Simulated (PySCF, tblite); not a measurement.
# C4H5GeSi radical: geometry, infrared bands and EPR parameters

Wanted: the infrared bands and EPR parameters of C4H5GeSi radical (`[C]#[C][GeH2][C]#C[SiH3]`), by calculation.

The runs use tblite 0.8.0 and PySCF 2.14.0, with density-fitted response routines of our own; the level of theory stands in each step. All values are computed, except where a source is named. Atoms count from 0, in the outputs and in this text.

### 1 Starting geometry

11 atoms, charge 0, multiplicity 2; geometry from: force field or distance geometry start.

Bonds of the start (Å): C0–C1 1.19, C1–Ge2 1.93, Ge2–C3 1.91, C3–C4 1.20, C4–Si5 1.82, Ge2–H6 1.54, Ge2–H7 1.54, Si5–H8 1.50, Si5–H9 1.47, Si5–H10 1.46.

### 2 Optimising the geometry with GFN2-xTB

What the job is given:

```
{"job": {"kind": "relax", "xc": "GFN2-xTB", "basis": "xTB"}, "charge": 0, "multiplicity": 2}
C     -3.476400     2.055100    -0.699200
C     -2.953900     1.056500    -0.313200
Ge    -2.078000    -0.543800     0.322700
C     -0.193500    -0.321100     0.115300
C      0.997600    -0.177400     0.013800
Si     2.790000     0.068700    -0.159600
H     -2.448400    -0.760600     1.805500
H     -2.468300    -1.750600    -0.556600
H      3.334000     0.814300     1.017300
H      3.048500     0.794900    -1.414200
H      3.453900    -1.233300    -0.157700
```

Run with:

```
$ OMP_NUM_THREADS=1 python probes_run.py task.json out
```

One launch serves the whole session: the jobs run in the order shown.

Output:

```text
step      E/eV     max force
  0    -394.40628    1.370
  1    -394.42895    1.783
  2    -394.45783    0.299
  3    -394.46251    0.258
  4    -394.46752    0.663
  5    -394.47158    0.391
  6    -394.47400    0.185
  7    -394.47698    0.131
  8    -394.47785    0.144
  9    -394.47873    0.088
 10    -394.47935    0.055
 11    -394.47972    0.042
 12    -394.47992    0.043
 13    -394.48008    0.035
 14    -394.48023    0.034
 15    -394.48035    0.034
 16    -394.48046    0.033
 17    -394.48058    0.039
 18    -394.48071    0.032
 19    -394.48079    0.017
 20    -394.48081    0.012
 21    -394.48082    0.011
 22    -394.48084    0.013
 23    -394.48087    0.016
 24    -394.48090    0.018
 25    -394.48092    0.009
```

Run time: 0.11 s. Hardware: 1 thread of Arm Neoverse V2, shared host.

Step by step:

| step | energy from step 0 (eV) | largest force (eV/Å) |
| --- | --- | --- |
| 0 | 0.0000 | 1.3701 |
| 1 | -0.0227 | 1.7827 |
| 2 | -0.0516 | 0.2991 |
| 3 | -0.0562 | 0.2585 |
| 4 | -0.0612 | 0.6632 |
| 5 | -0.0653 | 0.3907 |
| 6 | -0.0677 | 0.1853 |
| 7 | -0.0707 | 0.1310 |
| 8 | -0.0716 | 0.1438 |
| 9 | -0.0725 | 0.0876 |
| 10 | -0.0731 | 0.0555 |
| 11 | -0.0734 | 0.0418 |
| 12 | -0.0736 | 0.0427 |
| 13 | -0.0738 | 0.0349 |
| 14 | -0.0740 | 0.0342 |
| 15 | -0.0741 | 0.0344 |
| 16 | -0.0742 | 0.0327 |
| 17 | -0.0743 | 0.0387 |
| 18 | -0.0744 | 0.0319 |
| 19 | -0.0745 | 0.0172 |
| 20 | -0.0745 | 0.0124 |
| 21 | -0.0745 | 0.0114 |
| 22 | -0.0746 | 0.0130 |
| 23 | -0.0746 | 0.0164 |
| 24 | -0.0746 | 0.0176 |
| 25 | -0.0746 | 0.0086 |

Distances of close pairs at the start and the end, largest changes first:

| bond | before (Å) | after (Å) | change (Å) |
| --- | --- | --- | --- |
| Ge2–H6 | 1.544 | 1.504 | -0.040 |
| Ge2–H7 | 1.543 | 1.504 | -0.039 |
| C4–Si5 | 1.818 | 1.855 | +0.038 |
| Si5–H8 | 1.496 | 1.464 | -0.032 |
| C1–Ge2 | 1.932 | 1.916 | -0.016 |
| Ge2–C3 | 1.909 | 1.897 | -0.012 |
| Si5–H9 | 1.472 | 1.463 | -0.009 |
| C3–C4 | 1.204 | 1.212 | +0.008 |

The end geometry stands in the next job.

### 3 Infrared spectrum with GFN2-xTB

What the job is given:

```
{"job": {"kind": "ir", "xc": "GFN2-xTB", "basis": "xTB"}, "charge": 0, "multiplicity": 2}
C     -3.476431     2.022833    -0.694025
C     -2.920713     1.032268    -0.310626
Ge    -2.066914    -0.563001     0.318901
C     -0.194042    -0.318639     0.147509
C      1.000460    -0.153496     0.026341
Si     2.832889     0.074261    -0.152370
H     -2.448339    -0.758200     1.760273
H     -2.532352    -1.709145    -0.536863
H      3.302138     0.839490     1.004010
H      3.069089     0.794359    -1.404034
H      3.439641    -1.258060    -0.185080
```

Output:

```text
mode    cm-1     km/mol
  1     -23.2      0.07
  2      48.5      1.74
  3     106.0      1.84
  4     130.9      2.88
  5     150.5      0.04
  6     186.1      3.96
  7     242.9      0.31
  8     291.8      8.01
  9     333.3      4.66
 10     435.2     72.92
 11     486.5     42.76
 12     530.9     83.00
 13     533.7     78.71
 14     593.6     15.41
 15     661.7    302.13
 16     767.8    277.96
 17     775.6    152.47
 18     778.1    163.05
 19     784.1    526.55
 20     806.7    179.91
 21    1933.9    222.51
 22    1990.1    430.16
 23    2206.4      7.58
 24    2213.5      1.63
 25    2259.5    388.29
 26    2264.7    361.44
 27    2273.2    146.18
```

Wall time 0.25 s (1 thread of Arm Neoverse V2, shared host).

The strongest bands and the atoms that carry them (share of the mass-weighted mode):

| cm⁻¹ | km/mol | atoms |
| --- | --- | --- |
| 662 | 302.1 | H7 47 %, H6 46 % |
| 768 | 278.0 | H9 25 %, H8 25 %, H10 24 %, C3 11 % |
| 784 | 526.5 | H7 27 %, H6 27 %, C3 15 %, C4 13 % |
| 807 | 179.9 | H7 20 %, H6 20 %, Si5 17 %, C3 14 % |
| 1934 | 222.5 | H7 53 %, H6 47 % |
| 1990 | 430.2 | H6 52 %, H7 46 % |
| 2260 | 388.3 | H10 76 %, H8 18 % |
| 2265 | 361.4 | H8 62 %, H9 25 % |

### 4 EPR parameters: B3LYP/def2-TZVP-core+pcH-1

Settings changed since step 3:

```diff
@@ -1,2 +1,2 @@
-{"job": {"kind": "ir", "xc": "GFN2-xTB", "basis": "xTB"}, "charge": 0, "multiplicity": 2}
+{"job": {"kind": "epr", "basis": "pcH-1"}, "charge": 0, "multiplicity": 2}
 C     -3.476431     2.022833    -0.694025
```

Level: UKS B3LYP, def2-TZVP-core on Ge, pcH-1 on C H Si, non-relativistic, mean-field spin-orbit, GIAO.

Output:

```text
UKS, coarse grid
  cycle   1  E = -2521.63517901  |g| = 1.37e+00
  cycle   2  E = -2521.57103039  |g| = 9.93e-01
  cycle   3  E = -2521.72747274  |g| = 3.92e-01
  cycle   4  E = -2521.75165887  |g| = 1.84e-01
  cycle   5  E = -2521.76875399  |g| = 2.31e-02
  cycle   6  E = -2521.76903825  |g| = 1.24e-02
  cycle   7  E = -2521.76912312  |g| = 8.05e-03
  cycle   8  E = -2521.76917370  |g| = 3.55e-03
  cycle   9  E = -2521.76920154  |g| = 1.65e-03
  cycle  10  E = -2521.76920634  |g| = 7.55e-04
UKS, final grid
  cycle   1  E = -2521.76923035  |g| = 6.30e-04
  cycle   2  E = -2521.76923055  |g| = 7.43e-04
  cycle   3  E = -2521.76923088  |g| = 2.49e-04
  cycle   4  E = -2521.76923095  |g| = 2.52e-04
  cycle   5  E = -2521.76923106  |g| = 8.98e-05
  cycle   6  E = -2521.76923108  |g| = 3.80e-05
  cycle   7  E = -2521.76923109  |g| = 3.03e-05
  cycle   8  E = -2521.76923110  |g| = 2.82e-05
E = -2521.76923110 Eh   <S^2> = 0.7704 (exact 0.7500)
g shifts (ppm)      1          2          3
  rmc          -173       -173       -173
  gc             10         14          7
  oz_so        -135        181        966
  total        -298         22        800
hyperfine (MHz)  atom isotope    a_iso     a_fc   dipolar eigenvalues
    0   13C     925.75     925.91    -56.34    -56.30    112.63
    1   13C     139.08     139.14    -28.49    -28.34     56.82
    2  73Ge      -7.04      -7.20     -3.71      1.82      1.89
    3   13C      -3.65      -3.68     -0.52     -0.25      0.77
    4   13C       0.41       0.42     -0.65     -0.65      1.30
    5  29Si       0.43       0.43     -0.06      0.02      0.04
    6    1H      -2.70      -2.70     -1.07     -0.54      1.61
    7    1H      -2.17      -2.17     -1.07     -0.53      1.60
    8    1H       0.07       0.07     -0.21     -0.19      0.40
    9    1H       0.58       0.58     -0.25     -0.21      0.46
   10    1H       0.61       0.61     -0.17     -0.16      0.33
```

It took 1.9 min on 1 thread of Arm Neoverse V2, shared host; peak memory 1.1 GiB.

Principal g values 2.00202, 2.00234, 2.00312; g(iso) = 2.00249, against 2.00232 for a free electron.

Mean a(iso) over the nuclei that a row names, and the largest dipolar term of the row (other rows stand at the frozen geometry):

| nuclei | isotope | a(iso) (MHz) | a(iso) (G, at g = 2.0023) | largest dipolar term (MHz) |
| --- | --- | --- | --- | --- |
| C0 | 13C | 925.7 | 330.3 | 112.6 |
| C1 | 13C | 139.1 | 49.6 | 56.8 |
| Ge2 | 73Ge | -7.0 | -2.5 | -3.7 |
| C3 | 13C | -3.7 | -1.3 | 0.8 |
| H6, H7 | 1H | -2.4 | -0.9 | 1.6 |
| Si5 | 29Si | 0.4 | 0.2 | -0.1 |
| H8, H9, H10 | 1H | 0.4 | 0.1 | 0.5 |
| C4 | 13C | 0.4 | 0.1 | 1.3 |

Mulliken spin populations:

| atom | value (e) |
| --- | --- |
| C0 | 1.13 |
| C1 | -0.19 |
| Ge2 | 0.05 |
| C3 | 0.00 |
| C4 | 0.01 |
| Si5 | 0.00 |
| H6 | 0.00 |
| H7 | 0.00 |
| H8 | 0.00 |
| H9 | 0.00 |
| H10 | 0.00 |

In first order the couplings over 0.8 MHz of 1H give 3 distinct lines over 1.7 G, if the averaged nuclei exchange fast.

Orbitals, density, ELF and potential are computed afterwards from the orbital file.

ELF in a plane through or near 6 of the atoms.

Values, 10 rows by 14 columns:
```
0.00 0.00 0.00 0.00 0.00 0.00 0.00 0.00 0.00 0.00 0.00 0.00 0.00 0.00
0.00 0.00 0.00 0.00 0.00 0.00 0.00 0.00 0.00 0.00 0.00 0.00 0.00 0.00
0.00 0.00 0.02 0.14 0.01 0.00 0.01 0.01 0.01 0.04 0.03 0.01 0.00 0.00
0.00 0.04 0.94 0.99 0.17 0.12 0.43 0.42 0.16 0.30 0.31 0.05 0.00 0.00
0.00 0.05 0.80 0.97 0.33 0.80 0.80 0.29 0.47 0.46 0.15 0.06 0.00 0.00
0.00 0.01 0.13 0.21 0.63 0.93 0.57 0.66 0.55 0.37 0.90 0.62 0.18 0.00
0.00 0.00 0.14 0.79 0.52 0.25 0.52 0.37 0.03 0.70 0.68 0.83 0.46 0.03
0.00 0.00 0.06 0.60 0.37 0.01 0.01 0.00 0.05 0.55 0.77 0.31 0.71 0.05
0.00 0.00 0.00 0.01 0.00 0.00 0.00 0.00 0.01 0.22 0.72 0.85 0.47 0.01
0.00 0.00 0.00 0.00 0.00 0.00 0.00 0.00 0.00 0.00 0.03 0.06 0.00 0.00
```
The map spans 12.2 Å across and 9.4 Å up, centred on the molecule. Atoms in the plane (x, y in Å): C0 (3.5, -2.1), C1 (2.9, -1.0), Ge2 (2.1, 0.7), C3 (0.2, 0.4), C4 (-1.0, 0.1), Si5 (-2.8, -0.2).

On the surface of density 0.002 e/bohr³ the electrostatic potential runs, from the 1st to the 99th percentile, from -0.70 V near C1 to 1.40 V near H6.

The spin density lies nearest to C0 82 %; C1 15 % (beta excess).

### 5 What came out

| quantity | value |
| --- | --- |
| strongest single infrared mode (GFN2-xTB) | 784 cm⁻¹, 527 km/mol |
| zero-point energy (GFN2-xTB) | 34.0 kcal/mol |
| g(iso) (B3LYP) | 2.00249 |
| ⟨S²⟩ | 0.770 (exact 0.75) |
| largest a(iso) (averaged by class) | 13C on C0, 925.7 MHz |
| surface potential, 1st and 99th percentile | -0.70 V and 1.40 V |

The optimisation took 25 steps and gained 0.075 eV; among the close pairs (by a distance rule), Ge2–H6 changed most, from 1.544 to 1.504 Å. The lowest mode is imaginary (23i cm⁻¹), so the xTB geometry is not a minimum. The strongest single mode, at 784 cm⁻¹, is carried by H7, H6, C3, C4. Unscaled tight-binding wavenumbers are off by several per cent, some by more. Its intensities can rank the bands wrongly. Most of the unpaired spin sits on C0 (1.13 e). The isotropic g lies 0.2 ppt above the free-electron value. The hyperfine terms hold no scalar relativity, which the heavier nuclei need.
